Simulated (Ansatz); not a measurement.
# Cl₃HOSn: basis-set convergence

The task here is to estimate one member of a computed series from the others.

Program: Ansatz 0.2.0, Gaussian basis. Level of theory: one geometry, several basis sets. These are calculated values, not measurements.

Plan: PBE0-D4/def2-SVP; ωB97M-V/def2-SVP; PBE0-D4/def2-QZVPP; ωB97M-V/def2-QZVPP; the functionals' def2-TZVPP values are taken from earlier runs.

### Structure used throughout

All runs share one geometry, relaxed beforehand with PBE0-D4 in a triple-zeta def2 set. Sn takes the def2 core potential; no spin-orbit term is included.

SMILES `[OH][Sn]([Cl])([Cl])[Cl]`, 6 atoms, charge 0, spin multiplicity 1.

Atoms are counted from 1 here; the program's logs count them from 0.

Bond lengths: O1–Sn2 1.932 Å, O1–H6 0.962 Å, Sn2–Cl3 2.281 Å, Sn2–Cl4 2.296 Å, Sn2–Cl5 2.296 Å. Angles: Sn2–O1–H6 113.2°, O1–Sn2–Cl3 106.3°, O1–Sn2–Cl4 110.7°, O1–Sn2–Cl5 110.6°, Cl3–Sn2–Cl4 110.5°, Cl3–Sn2–Cl5 110.6°, Cl4–Sn2–Cl5 108.2°.

Geometry (Å):

```xyz
6

O    -0.6743    0.4775    1.3636
Sn    0.2519   -0.2010   -0.1899
Cl    1.9312   -1.5297    0.5953
Cl   -1.1754   -1.4113   -1.5195
Cl    1.1050    1.5259   -1.4392
H    -1.3961    1.0745    1.1436
```

Set-up of the first run:

File in.yaml:

```yaml
crystal:
  periodic: [false, false, false]
  atoms:
    - {symbol: O, position_ang: [-0.674271, 0.477544, 1.363626]}
    - {symbol: Sn, position_ang: [0.251858, -0.201041, -0.189942]}
    - {symbol: Cl, position_ang: [1.931171, -1.529702, 0.595266]}
    - {symbol: Cl, position_ang: [-1.175398, -1.411255, -1.519524]}
    - {symbol: Cl, position_ang: [1.104982, 1.525864, -1.439200]}
    - {symbol: H, position_ang: [-1.396141, 1.074489, 1.143575]}
basis:
  gaussian: {orbitals: def2-SVP}
hamiltonian: {xc: pbe0, dispersion: d4}
output: {orbitals: {seedname: orbitals}}
```

Among the steps run: PBE0-D4 in def2-SVP; ωB97M-V in def2-SVP; PBE0-D4 in def2-QZVPP; ωB97M-V in def2-QZVPP.

One table of the session follows, with a row left open; its other results are not shown here.

It belongs to the step «Functionals by basis». 

| functional | basis | HOMO (eV) | LUMO (eV) |
| --- | --- | --- | --- |
| PBE0-D4 | def2-SVP | -9.44 | -2.65 |
| PBE0-D4 | def2-TZVPP | ? | ? |
| PBE0-D4 | def2-QZVPP | -9.64 | -2.84 |
| ωB97M-V | def2-SVP | -11.67 | -0.48 |
| ωB97M-V | def2-TZVPP | -11.91 | -0.73 |
| ωB97M-V | def2-QZVPP | -11.94 | -0.84 |

Q: Estimate the row for PBE0-D4, def2-TZVPP from the others.

The run gave: HOMO (eV): -9.62; LUMO (eV): -2.80. In the column «HOMO (eV)» it lies between PBE0-D4, def2-QZVPP (-9.64) and PBE0-D4, def2-SVP (-9.44).
